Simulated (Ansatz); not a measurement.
# CH6AlNO: the cost of one run

Program: Ansatz 0.2.0. Level of theory: RKS PBE-D4/def2-SVP. These are calculated values, not measurements.

**1. The starting structure**

Bond lengths: C1–N2 1.396 Å, N2–Al3 1.895 Å, Al3–O4 1.912 Å, C1–H5 1.150 Å, C1–H6 1.157 Å, C1–H7 1.131 Å, N2–H8 1.057 Å, Al3–H9 1.650 Å, O4–H10 0.940 Å. Angles: C1–N2–Al3 109.6°, C1–N2–H8 107.2°, Al3–N2–H8 105.0°, N2–C1–H5 111.5°, N2–C1–H6 113.0°, N2–C1–H7 114.4°, H5–C1–H6 104.3°, H5–C1–H7 106.5°, H6–C1–H7 106.4°, N2–Al3–O4 121.8°, N2–Al3–H9 121.5°, O4–Al3–H9 116.7°, Al3–O4–H10 102.3°.

As a file:

```xyz
10

C    -1.3064    0.2424   -0.5960
N    -0.6300   -0.8441   -0.0373
Al    0.8263   -0.2187    1.0015
O     2.2306    0.8317    0.2387
H    -2.1980   -0.1011   -1.2364
H    -1.7763    0.9397    0.1987
H    -0.6675    0.8987   -1.2602
H    -0.1879   -1.3795   -0.8337
H     0.9669   -0.5942    2.6020
H     2.8254    0.1739   -0.0742
```

**2. Relaxing end A**

Contents of input.yaml:

```yaml
crystal:
  periodic: [false, false, false]
  atoms:
    - { symbol: C, position_ang: [-1.3064, 0.2424, -0.596] }
    - { symbol: "N", position_ang: [-0.63, -0.8441, -0.0373] }
    - { symbol: Al, position_ang: [0.8263, -0.2187, 1.0015] }
    - { symbol: O, position_ang: [2.2306, 0.8317, 0.2387] }
    - { symbol: H, position_ang: [-2.198, -0.1011, -1.2364] }
    - { symbol: H, position_ang: [-1.7763, 0.9397, 0.1987] }
    - { symbol: H, position_ang: [-0.6675, 0.8987, -1.2602] }
    - { symbol: H, position_ang: [-0.1879, -1.3795, -0.8337] }
    - { symbol: H, position_ang: [0.9669, -0.5942, 2.602] }
    - { symbol: H, position_ang: [2.8254, 0.1739, -0.0742] }
basis:
  gaussian: { orbitals: def2-SVP }
hamiltonian:
  xc: pbe
  dispersion: d4
relax:
  f_tol: 0.02
  max_steps: 50
output:
  orbitals: {}
```

Started as:

```bash
$ ansatz run input.yaml --threads 2 --pin off --max-ram 3072MiB --backend cpu --events-out ev --progress --plain --runs-dir out
```

What time and memory should one allow on 2 threads of AMD EPYC 7R13 (Zen 3), shared host?

About 28 s, with a peak of 0.17 GiB.
